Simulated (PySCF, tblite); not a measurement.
# C₆H₁₀NO radical: geometry, infrared bands and EPR parameters

Aim: predict the infrared bands and EPR parameters of C₆H₁₀NO radical (`[H]/[C]=C\C(=O)N(C)CC`).

The runs use tblite 0.8.0 and PySCF 2.14.0, with density-fitted response routines of our own; the level of theory stands in each step. All values are computed, except where a source is named. Atoms are numbered from 0 throughout.

**1. Starting geometry**

18 atoms, charge 0, multiplicity 2; geometry from: force field or distance geometry start.

Bonds of the start (Å): C0–C1 1.32, C1–C2 1.48, C2–O3 1.22, C2–N4 1.40, N4–C5 1.46, N4–C6 1.47, C6–C7 1.52, C0–H8 1.06, C1–H9 1.08, C5–H10 1.09, C5–H11 1.09, C5–H12 1.10, C6–H13 1.10, C6–H14 1.10, C7–H15 1.10, C7–H16 1.10, C7–H17 1.11.

**2. Geometry optimisation with GFN2-xTB**

What the job is given:

```
{"job": {"kind": "relax", "xc": "GFN2-xTB", "basis": "xTB"}, "charge": 0, "multiplicity": 2}
C      2.968200    -1.447000     0.395200
C      1.729000    -1.080000     0.135400
C      1.238400     0.249100     0.562000
O      1.890200     0.947900     1.326400
N      0.007000     0.664100     0.045600
C     -0.552900     1.925600     0.508000
C     -0.769400    -0.034900    -0.987100
C     -1.806800    -0.956500    -0.368300
H      3.972800    -1.705200     0.625000
H      1.038800    -1.817300    -0.239000
H      0.033900     2.361500     1.322200
H     -0.573300     2.629500    -0.323000
H     -1.572200     1.757300     0.878900
H     -0.098100    -0.610400    -1.637300
H     -1.262100     0.716900    -1.618600
H     -1.354200    -1.709500     0.290000
H     -2.532400    -0.395500     0.233100
H     -2.365700    -1.489300    -1.160300
```

Run with:

```bash
OMP_NUM_THREADS=1 python probes_run.py task.json out
```

This one command runs all jobs of the session in turn.

Output:

```text
step      E/eV     max force
  0    -674.98682    2.460
  1    -675.06414    2.269
  2    -675.09866    0.686
  3    -675.11466    0.502
  4    -675.14065    0.497
  5    -675.15827    0.535
  6    -675.17492    0.485
  7    -675.19311    0.523
  8    -675.21503    0.509
  9    -675.23212    0.361
 10    -675.24609    0.311
 11    -675.26315    0.326
 12    -675.27602    0.389
 13    -675.28522    0.292
 14    -675.29117    0.302
 15    -675.29723    0.191
 16    -675.30553    0.266
 17    -675.30984    0.168
 18    -675.31374    0.176
 19    -675.31717    0.178
 20    -675.32115    0.181
 21    -675.32429    0.143
 22    -675.32641    0.107
 23    -675.32802    0.091
 24    -675.32952    0.109
 25    -675.33073    0.079
 26    -675.33171    0.087
 27    -675.33262    0.077
 28    -675.33356    0.092
 29    -675.33437    0.068
 30    -675.33494    0.056
 31    -675.33537    0.063
 32    -675.33581    0.063
 33    -675.33633    0.063
 34    -675.33684    0.057
 35    -675.33730    0.064
 36    -675.33771    0.056
 37    -675.33811    0.058
 38    -675.33844    0.053
 39    -675.33869    0.035
 40    -675.33892    0.040
 41    -675.33924    0.053
 42    -675.33968    0.060
 43    -675.34024    0.067
 44    -675.34092    0.066
 45    -675.34181    0.081
 46    -675.34301    0.096
 47    -675.34435    0.101
 48    -675.34552    0.078
 49    -675.34641    0.078
 50    -675.34724    0.085
 51    -675.34816    0.085
 52    -675.34904    0.078
 53    -675.34958    0.111
 54    -675.35012    0.066
 55    -675.35060    0.059
 56    -675.35170    0.072
 57    -675.35225    0.055
 58    -675.35283    0.048
 59    -675.35320    0.048
 60    -675.35364    0.052
 61    -675.35411    0.049
 62    -675.35459    0.057
 63    -675.35509    0.079
 64    -675.35580    0.081
 65    -675.35704    0.089
 66    -675.35923    0.115
 67    -675.36103    0.112
 68    -675.36312    0.101
 69    -675.36482    0.096
 70    -675.36401    0.278
 71    -675.36721    0.114
 72    -675.36821    0.087
 73    -675.37165    0.149
 74    -675.37303    0.117
 75    -675.37601    0.106
 76    -675.37786    0.137
 77    -675.37919    0.112
 78    -675.38062    0.138
 79    -675.38188    0.156
 80    -675.38348    0.100
 81    -675.38462    0.059
 82    -675.38551    0.058
 83    -675.38606    0.056
 84    -675.38652    0.065
 85    -675.38713    0.090
 86    -675.38771    0.075
 87    -675.38818    0.055
 88    -675.38852    0.050
 89    -675.38885    0.046
 90    -675.38923    0.037
 91    -675.38960    0.034
 92    -675.38993    0.031
 93    -675.39017    0.034
 94    -675.39036    0.038
 95    -675.39060    0.040
 96    -675.39088    0.052
 97    -675.39125    0.084
 98    -675.39153    0.067
 99    -675.39184    0.057
100    -675.39211    0.040
101    -675.39227    0.040
102    -675.39233    0.021
103    -675.39237    0.015
104    -675.39240    0.012
105    -675.39242    0.011
106    -675.39244    0.010
107    -675.39245    0.010
108    -675.39247    0.011
109    -675.39250    0.013
110    -675.39254    0.014
111    -675.39259    0.018
112    -675.39266    0.021
113    -675.39273    0.027
114    -675.39279    0.031
115    -675.39287    0.032
116    -675.39296    0.028
117    -675.39306    0.019
118    -675.39312    0.015
119    -675.39315    0.016
120    -675.39317    0.010
```

It took 0.78 s on 1 thread of Intel Xeon Platinum 8488C, shared host.

Step by step: (not every step is listed)

```
step  energy from step 0 (eV)  largest force (eV/Å)
   0                   0.0000                2.4600
   1                  -0.0773                2.2689
   2                  -0.1118                0.6857
   3                  -0.1278                0.5020
   4                  -0.1538                0.4970
   5                  -0.1715                0.5348
   6                  -0.1881                0.4847
   7                  -0.2063                0.5229
   8                  -0.2282                0.5092
  18                  -0.3269                0.1761
  28                  -0.3467                0.0917
  38                  -0.3516                0.0533
  48                  -0.3587                0.0780
  58                  -0.3660                0.0481
  68                  -0.3763                0.1012
  78                  -0.3938                0.1381
  88                  -0.4017                0.0499
  98                  -0.4047                0.0668
 108                  -0.4057                0.0115
 115                  -0.4061                0.0323
 116                  -0.4061                0.0277
 117                  -0.4062                0.0188
 118                  -0.4063                0.0147
 119                  -0.4063                0.0157
 120                  -0.4064                0.0101
```

Distances of close pairs at the start and the end, largest changes first:

```
  bond  before (Å)  after (Å)  change (Å)
 C1–C2       1.480      1.533      +0.053
 C2–N4       1.398      1.346      -0.052
 C0–C1       1.318      1.287      -0.031
 N4–C6       1.469      1.447      -0.022
C7–H17       1.106      1.087      -0.020
 C2–O3       1.224      1.211      -0.013
C7–H15       1.098      1.087      -0.011
C7–H16       1.097      1.087      -0.010
```

The next job starts from the end point, and lists it.

**3. Vibrational analysis with GFN2-xTB**

What the job is given:

```
{"job": {"kind": "ir", "xc": "GFN2-xTB", "basis": "xTB"}, "charge": 0, "multiplicity": 2}
C      2.726261    -1.422310    -0.197748
C      1.620629    -1.248737     0.438635
C      1.104352     0.123033     0.887329
O      1.615352     0.707486     1.816981
N      0.077239     0.602356     0.161038
C     -0.488524     1.889268     0.505416
C     -0.548780    -0.113914    -0.929237
C     -1.787557    -0.889674    -0.482615
H      3.503970    -0.795750    -0.571750
H      0.976821    -2.062085     0.749642
H      0.083183     2.301136     1.334535
H     -0.427529     2.566718    -0.348867
H     -1.532663     1.785426     0.805437
H      0.181845    -0.801635    -1.361282
H     -0.828854     0.616969    -1.694207
H     -1.528572    -1.609452     0.289687
H     -2.544697    -0.217643    -0.086654
H     -2.211236    -1.424876    -1.327996
```

Output:

```text
mode    cm-1     km/mol
  1      46.6      0.45
  2      76.4      0.37
  3      85.7      1.62
  4     118.4      0.13
  5     168.6      0.29
  6     192.4      0.26
  7     262.4      7.02
  8     275.8      0.94
  9     359.9     11.87
 10     400.3      4.10
 11     412.9      2.47
 12     540.5     11.67
 13     622.3      3.48
 14     649.2     19.35
 15     732.2     28.85
 16     815.8     73.18
 17     818.3     35.04
 18     918.2     15.00
 19     942.1     14.57
 20    1018.8      7.62
 21    1069.6     26.34
 22    1083.7     11.38
 23    1100.2     24.23
 24    1119.4    106.24
 25    1153.3      6.68
 26    1231.9     43.41
 27    1268.2     17.06
 28    1332.9      8.19
 29    1385.4     85.05
 30    1399.8     63.44
 31    1406.7      6.45
 32    1460.0      6.47
 33    1465.3     12.90
 34    1478.9      8.54
 35    1491.2      4.44
 36    1496.5      3.69
 37    1718.1    127.88
 38    1742.9    470.27
 39    2948.6     28.27
 40    2969.6     29.91
 41    2978.9     12.20
 42    2987.4     40.25
 43    3006.7     12.31
 44    3040.5      2.21
 45    3044.5     32.85
 46    3048.1     28.11
 47    3052.1     19.52
 48    3180.7     21.92
```

It took 0.58 s on 1 thread of Intel Xeon Platinum 8488C, shared host.

The strongest bands and the atoms that carry them (share of the mass-weighted mode):

```
cm⁻¹  km/mol                                  atoms
 816    73.2     H8 32 %, C1 16 %, C0 13 %, C2 13 %
1119   106.2   C2 22 %, C6 12 %, H11 11 %, H14 10 %
1232    43.4            N4 23 %, H14 22 %, H13 11 %
1385    85.0             N4 28 %, H10 21 %, C5 13 %
1400    63.4  H11 21 %, H12 20 %, N4 19 %, H10 17 %
1718   127.9              C1 39 %, C0 35 %, C2 13 %
1743   470.3              C2 50 %, O3 27 %, C1 10 %
2987    40.2                     H12 63 %, H11 29 %
```

**4. g tensor and hyperfine couplings: B3LYP/pcH-1**

Same as in step 3 but for these lines:

```diff
@@ -1,2 +1,2 @@
-{"job": {"kind": "ir", "xc": "GFN2-xTB", "basis": "xTB"}, "charge": 0, "multiplicity": 2}
+{"job": {"kind": "epr", "basis": "pcH-1"}, "charge": 0, "multiplicity": 2}
 C      2.726261    -1.422310    -0.197748
```

Level: UKS B3LYP, pcH-1 on C H N O, non-relativistic, mean-field spin-orbit, GIAO.

Output:

```text
UKS, coarse grid
  cycle   1  E = -364.38751516  |g| = 6.64e-01
  cycle   2  E = -363.32088912  |g| = 1.67e+00
  cycle   3  E = -364.52189663  |g| = 2.79e-01
  cycle   4  E = -364.55931755  |g| = 9.70e-02
  cycle   5  E = -364.56252182  |g| = 5.53e-02
  cycle   6  E = -364.56399648  |g| = 1.26e-02
  cycle   7  E = -364.56409461  |g| = 5.28e-03
  cycle   8  E = -364.56411818  |g| = 2.42e-03
  cycle   9  E = -364.56412660  |g| = 1.55e-03
  cycle  10  E = -364.56412944  |g| = 6.46e-04
UKS, final grid
  cycle   1  E = -364.56417652  |g| = 7.92e-04
  cycle   2  E = -364.56417622  |g| = 1.42e-03
  cycle   3  E = -364.56417703  |g| = 2.78e-04
  cycle   4  E = -364.56417710  |g| = 1.64e-04
  cycle   5  E = -364.56417718  |g| = 8.36e-05
  cycle   6  E = -364.56417719  |g| = 2.03e-05
E = -364.56417719 Eh   <S^2> = 0.7591 (exact 0.7500)
g shifts (ppm)      1          2          3
  rmc          -155       -155       -155
  gc             37         13        -48
  oz_so        -347        -32        748
  total        -465       -174        545
hyperfine (MHz)  atom isotope    a_iso     a_fc   dipolar eigenvalues
    0   13C     326.41     326.41    -79.39    -57.99    137.38
    1   13C     -24.71     -24.71    -20.09      2.16     17.93
    2   13C      94.39      94.39     -8.40     -7.18     15.58
    3   17O      -1.08      -1.08    -11.09      4.35      6.74
    4   14N       5.19       5.19     -0.86     -0.42      1.28
    5   13C       1.51       1.51     -0.70     -0.55      1.25
    6   13C      -2.16      -2.16     -0.32     -0.18      0.50
    7   13C       0.18       0.18     -0.21     -0.19      0.40
    8    1H      50.19      50.19    -31.08     -7.53     38.61
    9    1H     124.76     124.76     -6.29     -5.27     11.56
   10    1H      -0.46      -0.46     -1.08     -0.60      1.68
   11    1H       0.65       0.65     -0.79     -0.38      1.17
   12    1H      -0.97      -0.97     -0.71     -0.54      1.26
   13    1H       0.11       0.11     -2.20     -1.91      4.11
   14    1H      -0.20      -0.20     -0.88     -0.65      1.53
   15    1H       0.07       0.07     -0.99     -0.84      1.83
   16    1H      -0.04      -0.04     -0.51     -0.43      0.95
   17    1H      -0.06      -0.06     -0.57     -0.51      1.08
```

Wall time 86 s (1 thread of Intel Xeon Platinum 8488C, shared host); peak memory 0.97 GiB.

Principal g values 2.00185, 2.00214, 2.00286; g(iso) = 2.00229, against 2.00232 for a free electron.

Mean a(iso) over the nuclei that a row names, and the largest dipolar term of the row (other rows stand at the frozen geometry):

```
       nuclei  isotope  a(iso) (MHz)  a(iso) (G, at g = 2.0023)  largest dipolar term (MHz)
           C0      13C         326.4                      116.5                       137.4
           H9       1H         124.8                       44.5                        11.6
           C2      13C          94.4                       33.7                        15.6
           H8       1H          50.2                       17.9                        38.6
           C1      13C         -24.7                       -8.8                       -20.1
           N4      14N           5.2                        1.9                         1.3
           C6      13C          -2.2                       -0.8                         0.5
           C5      13C           1.5                        0.5                         1.2
           O3      17O          -1.1                       -0.4                       -11.1
H10, H11, H12       1H          -0.3                       -0.1                         1.7
           C7      13C           0.2                        0.1                         0.4
     H13, H14       1H           0.0                        0.0                         4.1
H15, H16, H17       1H           0.0                        0.0                         1.8
```

Mulliken spin populations:

C0 1.01; C1 -0.17; C2 0.06; O3 0.03; N4 0.00; C5 0.01; C6 0.00; C7 0.00; H8 0.01; H9 0.05; H10 0.00; H11 0.00; H12 0.00; H13 0.00; H14 0.00; H15 0.00; H16 0.00; H17 0.00

In first order the couplings over 0.8 MHz of 1H, 14N give 12 distinct lines over 66.1 G, if the averaged nuclei exchange fast; the same motion can average rows kept apart here too.

The fields below are evaluated on a grid from the run's orbitals.

ELF in a plane through or near 6 of the atoms.

Ten even steps from ' ' (0.00) to '@' (1.00):
```
                                                        
                                                        
                                                        
                            %%%%++                      
                ..::----  ::@@@@%%::                    
              ..==**####--..@@@@%%==++++::              
              ::++######--  ##%%**%%@@@@%%::            
                ::++####--..==++**@@@@@@@@--            
          ....    --==##--%%##**::++%%##::              
        ..==**##++##@@**++##%%**                        
      ..--**##@@**--**##::::==::  ::##%%%%++            
      ::++######**..==++    ..==++##@@@@@@@@::          
      ::**##**----**%%**    ::##..::%%@@@@**..          
        --++--..  ::++::    ==********--..              
          ::..      ..      ::==++##%%++..              
                              ..--##%%++..              
                                  ::::..                
                                                        
                                                        
                                                        
```
The map spans 12.2 Å across and 10.3 Å up, centred on the molecule. Atoms in the plane (x, y in Å): C1 (-2.0, -0.5), C2 (-1.1, 0.7), C7 (1.4, -1.4), H10 (0.5, 2.6), H12 (1.9, 1.5), H16 (2.3, -0.9).

On the surface of density 0.002 e/bohr³ the electrostatic potential runs, from the 1st to the 99th percentile, from -2.04 V near O3 to 1.12 V near H9.

The spin density lies nearest to C0 70 %; H8 9 %; C1 7 % (beta excess).

**5. Summary of results**

```
                                                                  quantity                  value
                                 strongest single infrared mode (GFN2-xTB)  1743 cm⁻¹, 470 km/mol
                                              zero-point energy (GFN2-xTB)          91.7 kcal/mol
                                                            g(iso) (B3LYP)                2.00229
                                                                      ⟨S²⟩     0.759 (exact 0.75)
                                        largest a(iso) (averaged by class)   13C on C0, 326.4 MHz
potential on the surface of density 0.002 e/bohr³, 1st and 99th percentile     -2.04 V and 1.12 V
```

Over 120 steps the energy fell by 0.406 eV; of the close pairs, C1–C2 changed most, 1.480 to 1.533 Å. All 48 modes are real, so the xTB geometry is a minimum. The strongest single mode, at 1743 cm⁻¹, moves mainly C2 and O3. Unscaled tight-binding wavenumbers are off by several per cent, some by more. Its intensities can rank the bands wrongly. C0 carries the largest spin population, 1.01 e. The isotropic g lies 0.0 ppt below the free-electron value. These values are for one conformer; the search (at its own cheap level) found 2 more, at 0.03, 1.86 kcal/mol (those within 0.05 may be mirror or relabelled copies), and measured spectra average over such forms.
